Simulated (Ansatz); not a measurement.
# Li2ZrO2: the cost of one run

Method: DFT PBE, scalar-relativistic, plane waves, PAW, in Ansatz 0.2.0.

## Step 1: Starting point

The structure is hexagonal, space group P6mm (No. 183). The conventional cell has a = 4.348 Å, b = 4.348 Å, c = 3.824 Å, α = 90.00°, β = 90.00°, γ = 120.00°. Li (site symmetry 3m) is surrounded by 2 O at 1.59 to 2.24 Å. Zr (site symmetry 6mm) has 6 O at 2.55 Å in its first shell of neighbours. Around O (site symmetry 3m) lie 2 Li at 1.59 to 2.24 Å.

Structure file:

```cif
data_structure
_symmetry_space_group_name_H-M 'P 1'
_symmetry_Int_Tables_number 1
_cell_length_a 4.3479
_cell_length_b 4.3479
_cell_length_c 3.8240
_cell_angle_alpha 90.000
_cell_angle_beta 90.000
_cell_angle_gamma 120.000
_cell_volume 62.60
loop_
_atom_site_label
_atom_site_type_symbol
_atom_site_fract_x
_atom_site_fract_y
_atom_site_fract_z
_atom_site_occupancy
Li1 Li 0.33333 0.66667 0.81315 1
Li2 Li 0.66667 0.33333 0.81315 1
Zr1 Zr 0.00000 0.00000 0.34287 1
O1 O 0.33333 0.66667 0.22780 1
O2 O 0.66667 0.33333 0.22780 1
```

The cell is invented: random cell by space group and Wyckoff sites (P6mm, No. 183). Its size is a rough estimate.

## Step 2: The guess as it stands, on a coarse mesh

input.yaml

```yaml
crystal:
  lattice:
    - [4.34792271, 0.0, 0.0]
    - [-2.17396136, 3.76541152, 0.0]
    - [0.0, 0.0, 3.82395881]
  atoms:
    - { symbol: Li, position: [0.33333333, 0.66666667, 0.81314712] }
    - { symbol: Li, position: [0.66666667, 0.33333333, 0.81314712] }
    - { symbol: Zr, position: [0.0, 0.0, 0.34287246] }
    - { symbol: O, position: [0.33333333, 0.66666667, 0.22780396] }
    - { symbol: O, position: [0.66666667, 0.33333333, 0.22780396] }
basis:
  ecutwfc: 420
kpoints:
  mp_grid: { grid: [6, 6, 4] }
hamiltonian:
  xc: pbe
scf:
  occupations: { method: gaussian, width: 0.1 }
  lower_state_search: "off"
output:
  forces: true
  stress: true
  eigenvalues: true
```

Run with:

```console
> ansatz run input.yaml --threads 1 --pin off --max-ram 2560MiB --backend cpu --events-out ev --progress --plain --runs-dir out
```

Q: Estimate wall time and peak memory on 1 thread of Arm Neoverse V1, shared host.

About 2.9 s, with a peak of 0.33 GiB.
